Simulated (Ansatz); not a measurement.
# H4OSb: the cost of one run

Program: Ansatz 0.2.0. Level of theory: RKS PBE-D4/def2-TZVP. These are calculated values, not measurements.

### 1 The structure to begin with

Bond lengths: O1–Sb2 2.352 Å, O1–H3 0.968 Å, O1–H4 0.968 Å, Sb2–H5 1.693 Å, Sb2–H6 1.693 Å. Angles: O1–Sb2–H5 81.8°, O1–Sb2–H6 81.8°, H5–Sb2–H6 89.1°, Sb2–O1–H3 122.4°, Sb2–O1–H4 122.3°, H3–O1–H4 107.7°.

Structure file:

```xyz
6

O     0.0029   -0.9571    0.1857
Sb   -0.6057    1.1388   -0.6903
H    -0.5173   -1.4046    0.8687
H     0.4315   -1.6383   -0.3526
H     1.0663    1.2529   -0.9311
H    -0.3778    1.6085    0.9197
```

### 2 End point A

input.yaml reads:

```yaml
crystal:
  periodic: [false, false, false]
  atoms:
    - { symbol: O, position_ang: [0.00286, -0.95713, 0.18567] }
    - { symbol: Sb, position_ang: [-0.60565, 1.1388, -0.69033] }
    - { symbol: H, position_ang: [-0.51727, -1.40464, 0.86868] }
    - { symbol: H, position_ang: [0.43155, -1.63835, -0.35264] }
    - { symbol: H, position_ang: [1.06632, 1.25285, -0.9311] }
    - { symbol: H, position_ang: [-0.37781, 1.60848, 0.91972] }
total_charge: 1
basis:
  gaussian: { orbitals: def2-TZVP }
hamiltonian:
  xc: pbe
  dispersion: d4
relax:
  f_tol: 0.015
  max_steps: 40
```

Command:

```console
$ ansatz run input.yaml --threads 2 --pin off --max-ram 3072MiB --backend cpu --events-out ev --progress --plain --runs-dir out
```

What time and memory should one allow on 2 threads of Arm Neoverse V2, shared host?

About 5.9 s, with a peak of 0.15 GiB.
